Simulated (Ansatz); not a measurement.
**C₆H₉FGeO₆: small, medium and large basis sets**

Aim: see how fast density functionals converge with the basis set for C₆H₉FGeO₆.

Program: Ansatz 0.2.0, Gaussian basis. Level of theory: one geometry, several basis sets. These are calculated values, not measurements.

The runs, in order: PBE0-D4/def2-SVP; ωB97M-V/def2-SVP; PBE0-D4/def2-QZVPP; ωB97M-V/def2-QZVPP; the functionals' def2-TZVPP values are taken from earlier runs.

## Step 1: The geometry

The geometry comes from an earlier relaxation with PBE0-D4 in a triple-zeta def2 set; it is a stationary point, not always the lowest conformer.

23 atoms, charge 0, spin multiplicity 1.

Atoms are counted from 1 here; the program's logs count them from 0.

Bond lengths: C1–C2 1.481 Å, C1–H15 1.092 Å, C1–H16 1.087 Å, C1–H17 1.091 Å, C2–O3 1.252 Å, C2–O4 1.283 Å, O3–Ge5 2.065 Å, O4–Ge5 1.917 Å, Ge5–F6 1.727 Å, Ge5–O7 1.914 Å, Ge5–O10 2.017 Å, Ge5–O11 1.806 Å, O7–C8 1.279 Å, C8–C9 1.474 Å, C8–O10 1.261 Å, C9–H18 1.088 Å and more. Angles: C2–C1–H15 108.8°, C2–C1–H16 110.7°, C2–C1–H17 109.1°, H15–C1–H16 110.2°, H15–C1–H17 107.4°, H16–C1–H17 110.6°, C1–C2–O3 123.8°, C1–C2–O4 120.6°, O3–C2–O4 115.6°, C2–O3–Ge5 86.7°, C2–O4–Ge5 92.6° and more.

As a file:

```
C     0.36408    2.80310   -2.94169
C     0.57164    1.83315   -1.84212
O     1.30068    0.81966   -1.93544
O    -0.00544    1.99893   -0.70860
Ge    0.79544    0.42048    0.02710
F     2.29935    1.09186    0.54540
O     1.35428   -1.40494   -0.10484
C     0.21862   -1.75152   -0.58153
C    -0.11662   -3.16715   -0.82134
O    -0.58281   -0.80173   -0.79416
O    -0.05725    0.55891    1.61314
C    -0.61615   -0.41001    2.33196
C    -1.21178    0.12777    3.59924
O    -0.64476   -1.57358    2.01696
H     0.71668    3.78393   -2.61665
H     0.89699    2.48954   -3.83518
H    -0.70475    2.89100   -3.14360
H     0.77163   -3.72902   -1.10354
H    -0.48644   -3.55408    0.13280
H    -0.90117   -3.25592   -1.56910
H    -0.43412    0.61684    4.18880
H    -1.66412   -0.68012    4.16904
H    -1.95919    0.88618    3.35873
```

## Step 2: PBE0-D4 in def2-SVP

File in.yaml:

```yaml
crystal:
  periodic: [false, false, false]
  atoms:
    - {symbol: C, position_ang: [0.364084, 2.803105, -2.941691]}
    - {symbol: C, position_ang: [0.571643, 1.833154, -1.842123]}
    - {symbol: O, position_ang: [1.300681, 0.819665, -1.935439]}
    - {symbol: O, position_ang: [-0.005440, 1.998929, -0.708601]}
    - {symbol: Ge, position_ang: [0.795440, 0.420484, 0.027099]}
    - {symbol: F, position_ang: [2.299355, 1.091861, 0.545400]}
    - {symbol: O, position_ang: [1.354278, -1.404941, -0.104836]}
    - {symbol: C, position_ang: [0.218623, -1.751522, -0.581528]}
    - {symbol: C, position_ang: [-0.116624, -3.167149, -0.821343]}
    - {symbol: O, position_ang: [-0.582809, -0.801730, -0.794157]}
    - {symbol: O, position_ang: [-0.057253, 0.558914, 1.613144]}
    - {symbol: C, position_ang: [-0.616146, -0.410012, 2.331962]}
    - {symbol: C, position_ang: [-1.211781, 0.127766, 3.599245]}
    - {symbol: O, position_ang: [-0.644761, -1.573577, 2.016964]}
    - {symbol: H, position_ang: [0.716682, 3.783926, -2.616648]}
    - {symbol: H, position_ang: [0.896989, 2.489543, -3.835176]}
    - {symbol: H, position_ang: [-0.704753, 2.891003, -3.143604]}
    - {symbol: H, position_ang: [0.771631, -3.729020, -1.103541]}
    - {symbol: H, position_ang: [-0.486438, -3.554078, 0.132801]}
    - {symbol: H, position_ang: [-0.901172, -3.255922, -1.569101]}
    - {symbol: H, position_ang: [-0.434117, 0.616843, 4.188798]}
    - {symbol: H, position_ang: [-1.664122, -0.680120, 4.169040]}
    - {symbol: H, position_ang: [-1.959187, 0.886177, 3.358732]}
basis:
  gaussian: {orbitals: def2-SVP}
hamiltonian: {xc: pbe0, dispersion: d4}
output: {orbitals: {seedname: orbitals}}
```

Launch:

```bash
$ ansatz run in.yaml --threads 11 --pin off --events-out ev --progress --plain --max-ram 174080MiB --backend cpu
```

Further steps of the session: ωB97M-V in def2-SVP; PBE0-D4 in def2-QZVPP; ωB97M-V in def2-QZVPP.

Q: Predict the results of all the runs planned. Wanted: PBE0-D4: double and triple zeta above quadruple; ωB97M-V: double and triple zeta above quadruple.

**Answer**, as computed:

| quantity | value |
| --- | --- |
| PBE0-D4: double and triple zeta above quadruple | 34.50, 2.36 eV |
| ωB97M-V: double and triple zeta above quadruple | 35.02, 2.25 eV |

**Reading.** For PBE0-D4 the step from double to triple zeta gains 32.14 eV and the next only 2.36 eV. Total energies overstate the basis error of differences, where much of it tends to cancel.
